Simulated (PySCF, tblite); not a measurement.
# C₅H₉F₂Ga: geometry, infrared bands and NMR shifts

Aim: predict the infrared bands and NMR shifts of C₅H₉F₂Ga (`CCC/C(F)=[CH]/[GaH][F]`).

The runs use tblite 0.8.0 and PySCF 2.14.0, with density-fitted response routines of our own; the level of theory stands in each step. All values are computed, except where a source is named. Atoms count from 0, in the outputs and in this text.

## Step 1: The starting structure

17 atoms, charge 0, multiplicity 1; geometry from: force field or distance geometry start.

Bonds of the start (Å): C0–C1 1.50, C1–C2 1.54, C2–C3 1.48, C3–F4 1.37, C3–C5 1.31, C5–Ga6 2.12, Ga6–F7 1.77, C0–H8 1.11, C0–H9 1.13, C0–H10 1.12, C1–H11 1.12, C1–H12 1.09, C2–H13 1.12, C2–H14 1.10, C5–H15 1.09, Ga6–H16 1.62.

## Step 2: Optimising the geometry with GFN2-xTB

What the job is given:

```
{"job": {"kind": "relax", "xc": "GFN2-xTB", "basis": "xTB"}, "charge": 0, "multiplicity": 1}
C     -2.836300    -0.054400    -0.027500
C     -1.436700     0.355600    -0.380600
C     -0.537300    -0.168200     0.760000
C      0.882500     0.183600     0.516400
F      1.163600     1.518700     0.438000
C      1.838700    -0.705900     0.409200
Ga     3.750500     0.151700     0.083900
F      5.133900    -0.948000    -0.062300
H     -2.965100    -1.152900    -0.087400
H     -3.063700     0.229000     1.042400
H     -3.605200     0.377500    -0.716100
H     -1.154900    -0.187800    -1.319300
H     -1.303100     1.425100    -0.565500
H     -0.854600     0.262400     1.745300
H     -0.618400    -1.267000     0.812200
H      1.642700    -1.770300     0.495200
H      3.956700     1.762800     0.039500
```

Started as:

```bash
> OMP_NUM_THREADS=1 python probes_run.py task.json out
```

This one command runs all jobs of the session in turn.

Standard output:

```text
step      E/eV     max force
  0    -707.04719    1.888
  1    -707.18101    1.047
  2    -707.24694    0.673
  3    -707.28949    0.526
  4    -707.32325    0.420
  5    -707.34181    0.417
  6    -707.35828    0.394
  7    -707.36864    0.280
  8    -707.37757    0.261
  9    -707.38603    0.212
 10    -707.39431    0.278
 11    -707.40157    0.252
 12    -707.40723    0.215
 13    -707.41125    0.179
 14    -707.41451    0.168
 15    -707.41727    0.167
 16    -707.41933    0.131
 17    -707.42085    0.084
 18    -707.42216    0.084
 19    -707.42338    0.080
 20    -707.42444    0.071
 21    -707.42528    0.064
 22    -707.42603    0.060
 23    -707.42690    0.077
 24    -707.42785    0.076
 25    -707.42867    0.068
 26    -707.42929    0.058
 27    -707.42988    0.074
 28    -707.43058    0.090
 29    -707.43133    0.071
 30    -707.43200    0.058
 31    -707.43266    0.062
 32    -707.43347    0.094
 33    -707.43438    0.091
 34    -707.43510    0.055
 35    -707.43551    0.045
 36    -707.43580    0.044
 37    -707.43611    0.054
 38    -707.43645    0.050
 39    -707.43677    0.059
 40    -707.43707    0.055
 41    -707.43741    0.056
 42    -707.43778    0.052
 43    -707.43813    0.059
 44    -707.43845    0.057
 45    -707.43879    0.058
 46    -707.43923    0.063
 47    -707.43974    0.061
 48    -707.44022    0.051
 49    -707.44063    0.051
 50    -707.44101    0.058
 51    -707.44136    0.046
 52    -707.44166    0.037
 53    -707.44190    0.039
 54    -707.44212    0.055
 55    -707.44238    0.059
 56    -707.44264    0.037
 57    -707.44285    0.034
 58    -707.44303    0.034
 59    -707.44322    0.042
 60    -707.44348    0.052
 61    -707.44381    0.069
 62    -707.44416    0.063
 63    -707.44448    0.043
 64    -707.44480    0.045
 65    -707.44517    0.048
 66    -707.44557    0.063
 67    -707.44596    0.050
 68    -707.44633    0.064
 69    -707.44672    0.055
 70    -707.44722    0.074
 71    -707.44760    0.069
 72    -707.44790    0.037
 73    -707.44808    0.031
 74    -707.44824    0.035
 75    -707.44845    0.059
 76    -707.44879    0.065
 77    -707.44942    0.075
 78    -707.45043    0.090
 79    -707.45189    0.113
 80    -707.45361    0.131
 81    -707.45568    0.173
 82    -707.45820    0.153
 83    -707.46239    0.195
 84    -707.46541    0.169
 85    -707.46841    0.152
 86    -707.47080    0.113
 87    -707.47252    0.102
 88    -707.47355    0.102
 89    -707.47467    0.089
 90    -707.47757    0.082
 91    -707.47968    0.117
 92    -707.48270    0.138
 93    -707.48468    0.130
 94    -707.48601    0.094
 95    -707.48779    0.058
 96    -707.48864    0.055
 97    -707.48897    0.054
 98    -707.48923    0.038
 99    -707.48969    0.033
100    -707.49030    0.040
101    -707.49113    0.057
102    -707.49175    0.058
103    -707.49221    0.057
104    -707.49264    0.051
105    -707.49320    0.040
106    -707.49381    0.046
107    -707.49436    0.047
108    -707.49485    0.048
109    -707.49548    0.056
110    -707.49641    0.063
111    -707.49751    0.064
112    -707.49832    0.066
113    -707.49888    0.069
114    -707.49951    0.065
115    -707.50034    0.057
116    -707.50124    0.045
117    -707.50182    0.051
118    -707.50208    0.033
119    -707.50225    0.036
120    -707.50242    0.032
121    -707.50288    0.033
122    -707.50318    0.034
123    -707.50347    0.028
124    -707.50365    0.031
125    -707.50385    0.038
126    -707.50409    0.042
127    -707.50434    0.037
128    -707.50453    0.023
129    -707.50464    0.024
130    -707.50473    0.027
131    -707.50483    0.033
132    -707.50493    0.025
133    -707.50501    0.018
134    -707.50508    0.019
135    -707.50514    0.020
136    -707.50521    0.018
137    -707.50527    0.016
138    -707.50535    0.020
139    -707.50546    0.024
140    -707.50561    0.031
141    -707.50581    0.036
142    -707.50612    0.039
143    -707.50655    0.058
144    -707.50720    0.054
145    -707.50787    0.087
146    -707.50893    0.083
147    -707.50957    0.053
148    -707.50996    0.063
149    -707.51033    0.050
150    -707.51079    0.049
151    -707.51111    0.052
152    -707.51140    0.043
153    -707.51157    0.041
154    -707.51184    0.051
155    -707.51199    0.040
156    -707.51220    0.021
157    -707.51226    0.019
158    -707.51237    0.014
159    -707.51241    0.013
160    -707.51244    0.016
161    -707.51246    0.012
162    -707.51249    0.013
163    -707.51251    0.009
```

Run time: 3.3 s. Hardware: 1 thread of Intel Xeon at 2.50GHz, shared host; peak memory 0.18 GiB.

Step by step: (not every step is listed)

```csv
step,energy from step 0 (eV),largest force (eV/Å)
0,0.0000,1.8875
1,-0.1338,1.0470
2,-0.1997,0.6735
3,-0.2423,0.5261
4,-0.2761,0.4195
5,-0.2946,0.4167
6,-0.3111,0.3939
7,-0.3215,0.2795
8,-0.3304,0.2605
23,-0.3797,0.0766
38,-0.3893,0.0502
53,-0.3947,0.0386
68,-0.3991,0.0636
83,-0.4152,0.1949
98,-0.4420,0.0378
113,-0.4517,0.0692
128,-0.4573,0.0232
143,-0.4594,0.0580
158,-0.4652,0.0140
159,-0.4652,0.0128
160,-0.4652,0.0163
161,-0.4653,0.0118
162,-0.4653,0.0133
163,-0.4653,0.0087
```

Close pairs (by a distance rule), those that changed most:

```csv
bond,before (Å),after (Å),change (Å)
C5–Ga6,2.120,2.012,-0.108
Ga6–H16,1.625,1.536,-0.089
C0–H9,1.130,1.088,-0.042
C3–F4,1.367,1.406,+0.039
C0–H10,1.119,1.087,-0.032
C1–H11,1.121,1.092,-0.029
C2–H13,1.121,1.093,-0.028
Ga6–F7,1.773,1.748,-0.026
```

The final coordinates are the input of the step that follows.

## Step 3: Vibrational analysis with GFN2-xTB

What the job is given:

```
{"job": {"kind": "ir", "xc": "GFN2-xTB", "basis": "xTB"}, "charge": 0, "multiplicity": 1}
C     -2.855588     0.093731     0.007558
C     -1.376305     0.299617    -0.287755
C     -0.498353    -0.353042     0.790364
C      0.943668    -0.138058     0.507549
F      1.329962     1.204160     0.667510
C      1.925343    -0.928795     0.108385
Ga     3.523314     0.289226     0.000533
F      4.830996     0.047247     1.134363
H     -3.095011    -0.966580     0.044837
H     -3.122176     0.539260     0.963270
H     -3.462750     0.555826    -0.766607
H     -1.129052    -0.134240    -1.258828
H     -1.155987     1.367745    -0.331202
H     -0.739647     0.088392     1.760796
H     -0.694379    -1.425060     0.833292
H      1.743867    -1.982591    -0.038694
H      3.825099     1.455192    -0.952001
```

Standard output:

```text
mode    cm-1     km/mol
  1      31.7      2.97
  2      51.1      2.92
  3      60.4      1.63
  4      71.4      0.07
  5     124.4      6.15
  6     154.3     15.12
  7     229.9      6.76
  8     234.3      3.95
  9     267.7     11.40
 10     331.9     45.04
 11     345.3     19.43
 12     442.9     23.84
 13     473.8     97.54
 14     507.1    123.75
 15     571.8     12.57
 16     660.3     31.55
 17     767.7     31.08
 18     785.7     22.54
 19     795.6     65.00
 20     895.6      2.38
 21     931.0      8.75
 22    1033.2     45.48
 23    1053.7      5.88
 24    1092.0      0.54
 25    1109.8     15.88
 26    1150.4     12.55
 27    1222.3      0.31
 28    1268.9      5.05
 29    1269.9      1.44
 30    1346.7      6.08
 31    1417.3      1.88
 32    1450.3      3.66
 33    1489.7      0.62
 34    1500.6      4.59
 35    1502.2      2.52
 36    1668.6    123.17
 37    1738.5    409.12
 38    2967.3      2.71
 39    2982.5     29.89
 40    2992.8     13.04
 41    3003.5     26.66
 42    3036.6     47.88
 43    3039.7     39.20
 44    3047.1     28.74
 45    3067.7     11.62
```

Run time: 1.3 s. Hardware: 1 thread of Intel Xeon at 2.50GHz, shared host; peak memory 0.18 GiB.

The strongest bands and the atoms that carry them (share of the mass-weighted mode):

```csv
cm⁻¹,km/mol,atoms
332,45.0,H16 59 %
474,97.5,"F7 61 %, Ga6 23 %"
507,123.8,H16 86 %
796,65.0,"H15 15 %, F4 15 %, H12 14 %, H11 14 %"
1033,45.5,"H15 39 %, C2 17 %, C5 15 %, C3 12 %"
1669,123.2,"C3 58 %, C5 36 %"
1738,409.1,H16 97 %
3037,47.9,"H8 45 %, H9 44 %"
```

## Step 4: Nuclear shieldings: PBE0/pcSseg-1

Same as in step 3 but for these lines:

```diff
@@ -1,2 +1,2 @@
-{"job": {"kind": "ir", "xc": "GFN2-xTB", "basis": "xTB"}, "charge": 0, "multiplicity": 1}
+{"job": {"kind": "nmr", "xc": "PBE0", "basis": "pcSseg-1"}, "charge": 0, "multiplicity": 1}
 C     -2.855588     0.093731     0.007558
```

Method: GIAO PBE0/pcSseg-1 NMR shielding, non-relativistic, gas phase.

Standard output:

```text
coarse grid: 66168 points
cycle   1  E = -2319.3989277791  dE =  1.629e-01  |g| = 1.249e+00  |ddm| = 3.758e+00
cycle   2  E = -2319.0803435814  dE =  3.186e-01  |g| = 1.908e+00  |ddm| = 1.688e+00
cycle   3  E = -2319.5723918371  dE = -4.920e-01  |g| = 3.004e-01  |ddm| = 1.183e+00
cycle   4  E = -2319.5860429072  dE = -1.365e-02  |g| = 7.572e-02  |ddm| = 2.073e-01
cycle   5  E = -2319.5866982531  dE = -6.553e-04  |g| = 1.333e-02  |ddm| = 4.319e-02
cycle   6  E = -2319.5867263375  dE = -2.808e-05  |g| = 7.280e-03  |ddm| = 1.601e-02
cycle   7  E = -2319.5867379453  dE = -1.161e-05  |g| = 1.770e-03  |ddm| = 6.104e-03
cycle   8  E = -2319.5867385636  dE = -6.184e-07  |g| = 5.556e-04  |ddm| = 1.552e-03
final grid: 140888 points
cycle   9  E = -2319.5867142753  dE =  2.607e-08  |g| = 9.367e-04  |ddm| = 2.042e-03
cycle  10  E = -2319.5867139217  dE =  3.536e-07  |g| = 1.610e-03  |ddm| = 1.952e-03
cycle  11  E = -2319.5867144586  dE = -5.369e-07  |g| = 1.187e-04  |ddm| = 1.248e-03
cycle  12  E = -2319.5867144621  dE = -3.562e-09  |g| = 1.651e-05  |ddm| = 1.060e-04
cycle  13  E = -2319.5867144622  dE = -5.230e-11  |g| = 6.781e-06  |ddm| = 1.519e-05
converged SCF energy = -2319.5867144622

GIAO shielding tensors (ppm)
atom      isotropic    diamagn.    paramagn.     s11        s22        s33       span
  0 C      170.073     245.174     -75.101    159.441    163.199    187.579     28.138
  1 C      159.696     248.730     -89.034    144.741    163.029    171.318     26.578
  2 C      146.782     249.477    -102.695    128.970    142.155    169.220     40.250
  3 C       -0.672     257.738    -258.411   -129.117     45.541     81.560    210.677
  4 F      248.291     478.333    -230.042    162.112    236.759    346.002    183.890
  5 C       72.020     260.265    -188.245    -28.694    103.298    141.456    170.150
  6 Ga    1420.880    2636.776   -1215.897   1262.567   1312.859   1687.213    424.646
  7 F      297.394     473.992    -176.597    142.453    327.412    422.318    279.866
  8 H       30.756      28.777       1.978     26.498     29.045     36.723     10.224
  9 H       30.764      28.521       2.243     26.474     28.970     36.849     10.375
 10 H       30.332      27.458       2.873     25.690     27.516     37.789     12.099
 11 H       30.219      32.557      -2.338     25.501     30.368     34.788      9.287
 12 H       29.752      32.340      -2.588     24.400     30.775     34.081      9.681
 13 H       29.351      31.232      -1.881     25.353     29.538     33.162      7.808
 14 H       29.481      32.716      -3.235     25.224     30.112     33.106      7.882
 15 H       26.106      32.667      -6.560     24.694     25.119     28.505      3.811
 16 H       25.988      27.462      -1.474     19.321     21.144     37.499     18.177
```

Run time: 89 s. Hardware: 1 thread of Intel Xeon at 2.50GHz, shared host; peak memory 0.94 GiB.

The references, computed at this level on geometries of the same kind, shield at (ppm): 1H TMS 31.72, 13C TMS 186.9, 19F CFCl3 170.9. Their shielding less the atom's gives the shift. The references are single molecules in the gas phase, so shifts against H2O, NH3, PH3, H3PO4 or CFCl3 are not on the usual liquid scales and can be off by tens of ppm. Atoms listed in one row are averaged.

| atoms | environment | σ (ppm) | δ (ppm) |
| --- | --- | --- | --- |
| C3 | fully substituted alkene carbon | -0.7 | 187.6 |
| C5 | alkene CH | 72.0 | 114.9 |
| C2 | allylic sp3 CH2 | 146.8 | 40.1 |
| C1 | sp3 CH2 | 159.7 | 27.2 |
| C0 | methyl carbon | 170.1 | 16.9 |
| H16 | hydrogen on a Ga bonded to C, F | 25.99 | 5.73 |
| H15 | hydrogen on an alkene CH | 26.11 | 5.61 |
| H13, H14 | hydrogen on an allylic sp3 CH2 | 29.42 | 2.30 |
| H11, H12 | hydrogen on an sp3 CH2 | 29.99 | 1.73 |
| H8, H9, H10 | hydrogen on a methyl carbon | 30.62 | 1.10 |
| F4 | vinylic fluorine | 248.3 | -77.3 |
| F7 | fluorine bonded to Ga | 297.4 | -126.4 |
| Ga6 | Ga bonded to C, F, H | 1421 | – |

Charges from the same density, by scheme (e):

| atoms | Mulliken | IAO | Hirshfeld | ESP fit |
| --- | --- | --- | --- | --- |
| C0 | -0.26 | -0.42 | -0.11 | -0.30 |
| C1 | -0.30 | -0.24 | -0.06 | 0.21 |
| C2 | -0.14 | -0.28 | -0.07 | -0.14 |
| C3 | 0.19 | 0.29 | 0.09 | 0.25 |
| F4 | -0.33 | -0.29 | -0.07 | -0.18 |
| C5 | -0.52 | -0.49 | -0.21 | -0.78 |
| Ga6 | 1.00 | 0.93 | 0.51 | 1.02 |
| F7 | -0.51 | -0.54 | -0.32 | -0.46 |

Mayer bond orders: C0–C1 1.07, C1–C2 1.01, C2–C3 1.05, C3–F4 0.81, C3–C5 1.80, C5–Ga6 0.73, Ga6–F7 0.83.

## Step 5: Summary of results

| quantity | value |
| --- | --- |
| strongest single infrared mode (GFN2-xTB) | 1738 cm⁻¹, 409 km/mol |
| zero-point energy (GFN2-xTB) | 77.5 kcal/mol |
| 13C shifts against TMS (PBE0/pcSseg-1) | 187.6, 114.9, 40.1, 27.2, 16.9 ppm |
| 1H shifts against TMS (PBE0/pcSseg-1, means over atoms taken as alike) | 5.73, 5.61, 2.30, 1.73, 1.10 ppm |
| 19F shifts against CFCl3 (PBE0/pcSseg-1) | -77.3, -126.4 ppm |
| shieldings of Ga (PBE0/pcSseg-1) | Ga6 1420.9 ppm |

The optimisation took 163 steps and gained 0.465 eV; among the close pairs (by a distance rule), C5–Ga6 changed most, from 2.120 to 2.012 Å. All 45 modes are real, so the xTB geometry is a minimum. The strongest single mode, at 1738 cm⁻¹, moves mainly H16. GFN2-xTB is a fitted tight-binding method: band positions and strengths are rough. Its intensities can rank the bands wrongly. At PBE0/pcSseg-1: Shielding is most anisotropic at Ga6 (span 425 ppm, paramagnetic term -1216 ppm). Spin-orbit coupling is left out, which matters for shieldings and couplings at and beside the heavy atoms.
